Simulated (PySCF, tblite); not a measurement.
**Si₃BH₇, a small gas-phase stand-in for a defect centre: NMR shifts, core binding energies and electronic excitations**

What NMR shifts, core binding energies and electronic excitations should one expect for `[SiH3]B[Si][SiH3]`? It is drawn as: twofold Si.

Computed with tblite 0.8.0 and PySCF 2.14.0; each step states its level. No surroundings beyond the atoms listed, unless a continuum is named. Atoms count from 0, parts from 1.

## Step 1: The system as given

11 atoms, charge 0, multiplicity 1; geometry: distance geometry start.

## Step 2: Relaxing the cluster with GFN2-xTB

The job: settings as JSON, then the geometry in Å.

```
{"job": {"kind": "relax", "xc": "GFN2-xTB", "basis": "xTB"}, "charge": 0, "multiplicity": 1}
Si     0.695852    -1.250330    -0.176202
Si     2.630040    -0.189061     0.230134
B     -0.636060     0.132216    -0.359817
Si    -2.510013    -0.095406     0.130778
H      3.188332     0.397679    -0.960596
H      2.266168     0.943445     1.142005
H      3.550061    -1.036221     0.993751
H     -0.285593     1.245361    -0.543489
H     -2.649739     0.441593     1.511325
H     -3.260473     0.855456    -0.716080
H     -2.985542    -1.472111     0.021430
```

Level: GFN2-xTB geometry optimisation, gas phase.

On the command line:

```sh
$ OMP_NUM_THREADS=1 python cluster_run.py task.json out
```

One launch serves the whole session: the jobs run in the order shown.

**Question.** The jobs that follow are: PBE0-D3(BJ)/def2-SVP geometry optimisation, gas phase; GIAO PBE0/pcSseg-2 NMR shielding, non-relativistic, gas phase; delta-SCF UKS SCAN, pcX-2 on the ionised atom, pcseg-1 elsewhere, spin-free X2C; TDDFT CAM-B3LYP/def2-SVPD, vertical, gas phase, core orbitals frozen in the response. Predict: point group; rotational constants (main isotopes); 1H shifts against TMS (PBE0/pcSseg-2); 29Si shifts against TMS (PBE0/pcSseg-2); 11B shifts against BF3·OEt2 (PBE0/pcSseg-2); potential on the surface of density 0.002 e/bohr³, 1st and 99th percentile; Si2p binding energies, SCAN/pcX-2; lowest singlet (CAM-B3LYP/def2-SVPD); brightest single state of those computed; lowest triplet; vertical ionisation energy (ΔSCF); vertical electron affinity (ΔSCF).

**Answer**, as computed:

| quantity | value |
| --- | --- |
| point group | C1 |
| rotational constants (main isotopes) | 9.26, 1.44, 1.29 GHz |
| 1H shifts against TMS (PBE0/pcSseg-2) | 6.23, 5.01, 5.01, 4.38, 4.37, 4.29, 2.46 ppm |
| 29Si shifts against TMS (PBE0/pcSseg-2) | -33.4, -96.0, -102.4 ppm |
| 11B shifts against BF3·OEt2 (PBE0/pcSseg-2) | 26.3 ppm |
| potential on the surface of density 0.002 e/bohr³, 1st and 99th percentile | -0.78 V and 1.34 V |
| Si2p binding energies, SCAN/pcX-2 | Si3 107.12, Si1 107.11, Si0 106.37 eV |
| lowest singlet (CAM-B3LYP/def2-SVPD) | 3.38 eV (367 nm), f = 0.002 |
| brightest single state of those computed | state 3, 3.93 eV, f = 0.123 |
| lowest triplet | 2.36 eV |
| vertical ionisation energy (ΔSCF) | 7.60 eV |
| vertical electron affinity (ΔSCF) | -0.27 eV (unbound: the value hangs on the basis) |

The start of the PBE0/def2-SVP relaxation was shaken at random by about 0.01 Å, so part of the energy gained, and of the first lengths quoted, undoes that. The optimisation took 15 steps and gained 0.859 eV; among the close pairs (by a distance rule), Si0–H8 changed most, from 3.481 to 1.715 Å (PBE0/def2-SVP). That is a new bond, so the results belong to the closed-up structure, not to the formula as drawn. No frequency check was run at this level, so the end point may be a saddle. The frame itself reshapes: Si0···Si3 goes from 3.27 to 2.44 Å. In this geometry the neighbours of Si0, Si3 aren't those of the formula as drawn (a contact has closed or a bond stretched), so the shifts belong to this structure. Hydrogens of an XH3 group are listed apart at this fixed geometry; free rotation makes them one line at their mean. A capped cluster stands for the solid here, so long-range fields and strain are missing, and bands or shifts of the capping hydrogens have no counterpart in it.
